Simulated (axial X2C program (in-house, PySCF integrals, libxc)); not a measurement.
# AsNC⁺: bond lengths and stretches, held linear

The task here is to estimate one member of a computed series from the others.

Computed with an in-house X2C program for linear molecules on PySCF integrals. Level: all-electron X2C, two-component (2c) or spin-free, As dyall-v3z, N dyall-av3z, C dyall-v3z.

All values are calculated.

2 further runs of the same task are left out: 2 set aside as unsound or not needed.

Set-up of the first run:

task.json

```json
{"zs": [33, 7, 6], "q": 1, "bas": ["dyall-v3z", "dyall-av3z", "dyall-v3z"], "r0": [1.87, 1.17], "symm": 0, "scan": ["PBE0", "HF", "BHandHLYP"], "levels": ["PBE0", "HF", "TPSSh"], "nst": 2}
```

Keys: zs atomic numbers; q charge; bas basis sets; r0 starting distance in Å; symm equal bonds; scan levels of the two-bond scan (MP2 follows by itself at each HF point); levels methods; nst determinants followed.

Command:

```bash
$ python solin.py task.json out
```

Masses As 74.922, N 14.003, C 12.000 u.

Steps of the session up to this table: Scan at PBE0, 2c; Scan at HF, 2c; Scan at BHandHLYP, 2c.

One table of the session follows, with a row left open; its other results are not shown here.

| level | r(As–N) (Å) | r(N–C) (Å) | lower stretch (cm⁻¹) | upper stretch (cm⁻¹) |
| --- | --- | --- | --- | --- |
| PBE0, 2c | 1.727 | 1.208 | 650.0 | 1923.4 |
| HF, 2c | 1.713 | 1.184 | 694.4 | 2074.0 |
| BHandHLYP, 2c | 1.719 | 1.193 | 669.4 | 2001.8 |
| MP2, 2c | 1.745 | 1.214 | 635.8 | 1948.5 |
| PBE0, spin-free | ? | ? | ? | ? |
| HF, spin-free | 1.712 | 1.185 | 695.5 | 2070.6 |
| BHandHLYP, spin-free | 1.718 | 1.194 | 670.4 | 1997.9 |
| MP2, spin-free | 1.744 | 1.214 | 636.7 | 1947.6 |

Estimate the missing values for PBE0, spin-free.

The run gave: r(As–N) (Å): 1.726; r(N–C) (Å): 1.209; lower stretch (cm⁻¹): 651.0; upper stretch (cm⁻¹): 1918.7. In the column «r(As–N) (Å)» it lies between BHandHLYP, 2c (1.719) and PBE0, 2c (1.727).

Scans not shown above were run alike.

MP2 freezes inner shells (threshold -2 hartree). The molecule was held linear; bending was not examined, so a bent shape may lie lower. Note: functional without a current term on a determinant with orbital currents, of the molecule or an atom.
